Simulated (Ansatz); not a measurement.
# F2H5HfNOS: the cost of one run

Program: Ansatz 0.2.0. Level of theory: RHF/def2-SVP. These are calculated values, not measurements.

## Step 1: Starting point

Bond lengths: Hf1–N2 2.560 Å, N2–H3 1.060 Å, N2–H4 1.060 Å, Hf1–F5 1.980 Å, Hf1–O6 2.069 Å, O6–H7 1.010 Å, Hf1–F8 1.979 Å, Hf1–S9 2.850 Å, S9–H10 1.400 Å. Angles (14 of 15 angles, heavy atoms first): N2–Hf1–F5 109.4°, N2–Hf1–O6 109.5°, N2–Hf1–F8 109.5°, N2–Hf1–S9 71.6°, F5–Hf1–O6 109.5°, F5–Hf1–F8 109.5°, F5–Hf1–S9 67.2°, O6–Hf1–F8 109.5°, O6–Hf1–S9 176.6°, F8–Hf1–S9 72.8°, Hf1–N2–H3 120.0°, Hf1–N2–H4 120.0°, Hf1–O6–H7 109.5°, Hf1–S9–H10 109.5°.

Coordinates:

```xyz
11

Hf    0.0000    0.0000    0.0000
N     0.0000    0.0000    2.5600
H    -0.8770   -0.2713    3.0900
H     0.8770    0.2713    3.0900
F     1.8671    0.0000   -0.6593
O    -0.9750    1.6891   -0.6893
H    -1.9328    1.4584   -0.9117
F    -0.9326   -1.6157   -0.6593
S     1.4875   -2.2588    0.8987
H     0.7024   -3.4121    0.7815
H     0.7732   -1.1741    2.2245
```

## Step 2: A restrained relaxation towards end A

Springs on the bonds that form and break draw the guess towards this end; the thresholds are loose.

Contents of input.yaml:

```yaml
crystal:
  periodic: [false, false, false]
  atoms:
    - { symbol: Hf, position_ang: [0.0, 0.0, 0.0] }
    - { symbol: "N", position_ang: [0.0, 0.0, 2.56] }
    - { symbol: H, position_ang: [-0.877, -0.2713, 3.09] }
    - { symbol: H, position_ang: [0.877, 0.2713, 3.09] }
    - { symbol: F, position_ang: [1.8671, 0.0, -0.6593] }
    - { symbol: O, position_ang: [-0.975, 1.6891, -0.6893] }
    - { symbol: H, position_ang: [-1.9328, 1.4584, -0.9117] }
    - { symbol: F, position_ang: [-0.9326, -1.6157, -0.6593] }
    - { symbol: S, position_ang: [1.4875, -2.2588, 0.8987] }
    - { symbol: H, position_ang: [0.7024, -3.4121, 0.7815] }
    - { symbol: H, position_ang: [0.7732, -1.1741, 2.2245] }
basis:
  gaussian: { orbitals: def2-SVP }
hamiltonian:
  xc: hf
relax:
  f_tol: 0.15
  max_steps: 25
  restrain:
    - { distance: [0, 8], at: 3.75, k: 30.0 }
    - { distance: [10, 1], at: 2.26, k: 30.0 }
    - { distance: [0, 1], at: 2.21, k: 30.0 }
    - { distance: [10, 8], at: 1.4, k: 30.0 }
```

Command:

```sh
$ ansatz run input.yaml --threads 2 --pin off --max-ram 3072MiB --backend cpu --events-out ev --progress --plain --runs-dir out
```

**Question.** How long does this run take on 2 threads of Arm Neoverse V1, shared host, and how much memory does it need?

About 45 s, with a peak of 0.31 GiB.
